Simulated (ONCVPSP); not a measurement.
**An ONCV potential for Cu, from input to tests**

Aim: build the potential from the settings below, then test how well it stands in for the atom: other configurations, scattering, ghost states and the plane-wave cutoff that it needs.

Method: ONCVPSP 4.0.1.1 (patched build), PBE, scalar-relativistic.

### 1 Starting point

The settings as typed:

| Property | Result |
| --- | --- |
| element | copper (Cu, Z = 29) |
| type | optimised norm-conserving Vanderbilt (ONCV) |
| frozen core | [Ne] |
| valence charge | 19 |
| reference configuration | 3s2 3p6 3d10 4s1 |
| partial waves | 3s+4s: rc 1.30 bohr, ncon 4, nbas 9, qcut 12.2 1/bohr, 2 projectors; 3p: rc 1.05 bohr, ncon 5, nbas 8, qcut 15.1 1/bohr, 2 projectors, debl 0.8 Ha; 3d: rc 1.05 bohr, ncon 4, nbas 8, qcut 15.1 1/bohr, local |
| local potential | the d channel |
| core correction | Teter function fitted to the true core (icmod 2), fcfact 0.3 |

### 2 The generation run

Cu.dat

```
# ATOM AND REFERENCE CONFIGURATION
# atsym  z   nc   nv     iexc    psfile
  Cu 29.00    3    4        4      upf
#
#   n    l    f
    1    0    2.00
    2    0    2.00
    2    1    6.00
    3    0    2.00
    3    1    6.00
    3    2   10.00
    4    0    1.00
#
# PSEUDOPOTENTIAL AND OPTIMIZATION
# lmax
    2
#
#   l,   rc,      ep,       ncon, nbas, qcut
    0    1.30    0.00    4    9   12.20
    1    1.05    0.00    5    8   15.10
    2    1.05    0.00    4    8   15.10
#
# LOCAL POTENTIAL
# lloc, lpopt,  rc(5),   dvloc0
    2    5    1.05    0.00
#
# VANDERBILT-KLEINMAN-BYLANDER PROJECTORs
# l, nproj, debl
    0    2    3.40
    1    2    0.80
    2    0    3.60
#
# MODEL CORE CHARGE
# icmod, fcfact, rcfact
    2    0.30    0.80
#
# LOG DERIVATIVE ANALYSIS
# epsh1, epsh2, depsh
   -6.00    5.00    0.04
#
# OUTPUT GRID
# rlmax, drl
    6.00    0.01
#
# TEST CONFIGURATIONS
# ncnf
    4
# nvcnf
#   n    l    f
    4
    3    0    2.00
    3    1    6.00
    3    2   10.00
    4    0    0.00
#
    4
    3    0    2.00
    3    1    6.00
    3    2    9.00
    4    0    0.00
#
    4
    3    0    2.00
    3    1    6.00
    3    2    8.00
    4    0    0.00
#
    4
    3    0    2.00
    3    1    5.00
    3    2   10.00
    4    0    1.00
#
```

Run with:

```bash
oncvpsp.x < Cu.dat > Cu.out
```

Q: Predict the outcome of this session. Wanted: cutoffs for 1 and 0.1 mHa per electron, occupied waves; bound ghosts; GHOST(+) flags; largest test error; largest phase difference near zero energy, channels read; rms error of d²Exc/dn², without and with the model core; projector energies reset by the program.

As calculated:

| quantity | value |
| --- | --- |
| cutoffs for 1 and 0.1 mHa per electron, occupied waves | 88 Ha and 100 Ha |
| bound ghosts | none found |
| GHOST(+) flags | none at low energy (1 near or above the test basis's cutoff) |
| largest test error (AE − PS) | -34 meV, for 3s2 3p5 3d10 4s1 (2 tests unsolved) |
| largest phase difference near zero energy, channels read | 0.004 rad |
| rms error of d²Exc/dn², without and with the model core | 2.30 and 1.65 mHa |
| projector energies reset by the program | p: -2.651, 0.250 Ha |

The worst unpolarised test, 3s2 3p5 3d10 4s1, is off by 34 meV on 79.5 eV; by total energies transferability rates as fair where solved. That test lies far up in energy; among those under 40 eV, nearer to bonding, the largest error is 25 meV. Of the tests 2 gave no usable energy difference, which is a warning in itself. It counts as very hard, with 88 Ha needed at the looser tolerance. At the looser tolerance the 3d wave is the slowest; 3p needs 58 Ha. The program's ghost test flags no bound state. Near zero energy the phases of the channels with partial waves agree within 0.004 rad.
